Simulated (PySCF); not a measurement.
# O4Os ([OsO4]-): the cost of one run

Computed with PySCF 2.14.0 and routines of our own; the level stands in each step. Atoms count from 0.

## 1. The starting structure

5 atoms, charge -1, states of the metal's open shell are computed; geometry from: GFN2-xTB, shaken.

## 2. Optimising the geometry at B3LYP-D3(BJ)/def2-SVP

Job settings and geometry (Å):

```
{"job": {"xc": "B3LYP", "basis": "def2-SVP", "d3": "d3bj", "grid": 1, "maxiter": 40, "kind": "geom"}, "charge": -1, "metal": "Os", "open_shell": "d1"}
Os     0.000890     0.002850    -0.005190
O      0.110650    -0.218630     1.657990
O      1.615830     0.225590    -0.466220
O     -0.768690     1.315640    -0.750480
O     -0.978850    -1.314300    -0.457560
```

Started as:

```bash
$ OMP_NUM_THREADS=1 python lf_run.py task.json out
```

This one command runs all jobs of the session in turn.

**Question.** How long does this first job take on 1 thread of Arm Neoverse V2, shared host, and how much memory does it need?

About 60 s, with a peak of 0.34 GiB.
